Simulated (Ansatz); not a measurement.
# CH5B: the cost of one run

Computed with Ansatz 0.2.0, Gaussian basis. Level: PBE0-D4/def2-TZVP structures, single points in def2-TZVPP, no counterpoise correction.

Levels: SPW92, PBE-D4, BLYP-D4, r2SCAN-D4, B97M-V, PBE0-D4, B3LYP-D4, r2SCAN0-D4, BHLYP-D4, CAM-B3LYP-D4, wB97X-V, wB97M-V, B2PLYP, PBE-QIDH, RPA on PBE, Hartree-Fock, MP2, CCSD, CCSD(T).

Correlated methods freeze the cores. B3LYP uses VWN-RPA correlation. B2PLYP carries no dispersion term here.

94 further runs of the same task are left out: 94 set aside as unsound or not needed.

### 1 The system as given

The complex: 13 atoms, charge 0, spin multiplicity 1.

Atoms are counted from 1 here; the program's logs count them from 0.

Bond lengths: B1–O2 1.669 Å, B1–H4 1.211 Å, B1–H5 1.217 Å, B1–C7 1.593 Å, O2–C3 1.431 Å, O2–H6 0.964 Å, C3–H8 1.090 Å, C3–H9 1.087 Å, C3–H10 1.091 Å, C7–H11 1.095 Å, C7–H12 1.098 Å, C7–H13 1.095 Å. Angles: O2–B1–H4 101.3°, O2–B1–H5 102.6°, O2–B1–C7 104.6°, H4–B1–H5 113.3°, H4–B1–C7 116.6°, H5–B1–C7 115.6°, B1–O2–C3 114.8°, B1–O2–H6 107.1°, C3–O2–H6 110.2°, O2–C3–H8 109.2°, O2–C3–H9 106.0°, O2–C3–H10 110.3°, H8–C3–H9 110.3°, H8–C3–H10 111.4°, H9–C3–H10 109.5°, B1–C7–H11 113.5°, B1–C7–H12 114.0°, B1–C7–H13 108.8° and more.

Coordinates:

```xyz
13
C2H9BO
B    -0.6201    0.1967   -0.5030
O     0.4954   -0.1716    0.6826
C     0.3000   -1.4382    1.3196
H    -1.6419    0.2607    0.1432
H    -0.5697   -0.7800   -1.2281
H     1.3672   -0.1351    0.2729
C    -0.0939    1.5578   -1.1424
H     1.0733   -1.5839    2.0741
H    -0.6793   -1.3898    1.7887
H     0.3105   -2.2401    0.5797
H    -0.0609    2.3895   -0.4311
H     0.8960    1.4769   -1.6116
H    -0.7765    1.8571   -1.9446
```

Its parts: CH₅B holds atoms 1, 4, 5, 7, 11, 12, 13; CH₄O holds atoms 2, 3, 6, 8, 9, 10. Each part counts its atoms afresh in its own runs.

### 2 Relaxing CH₅B alone

Input file relax-a/in.yaml:

```yaml
crystal:
  periodic: [false, false, false]
  atoms:
    - {symbol: B, position_ang: [-0.620137, 0.196665, -0.503045]}
    - {symbol: H, position_ang: [-1.641917, 0.260722, 0.143181]}
    - {symbol: H, position_ang: [-0.569658, -0.780021, -1.228060]}
    - {symbol: C, position_ang: [-0.093883, 1.557777, -1.142393]}
    - {symbol: H, position_ang: [-0.060887, 2.389521, -0.431108]}
    - {symbol: H, position_ang: [0.895983, 1.476859, -1.611564]}
    - {symbol: H, position_ang: [-0.776514, 1.857140, -1.944633]}
basis:
  gaussian: {orbitals: def2-TZVP}
hamiltonian: {xc: pbe0, dispersion: d4}
relax: {f_tol: 0.005, max_steps: 200}
```

On the command line:

```
$ ansatz run in.yaml --threads 4 --pin off --events-out ev --progress --plain --max-ram 9574MiB
```

**Question.** How long does this run take on 4 threads of Arm Neoverse V1, shared host?

About 3.8 s.
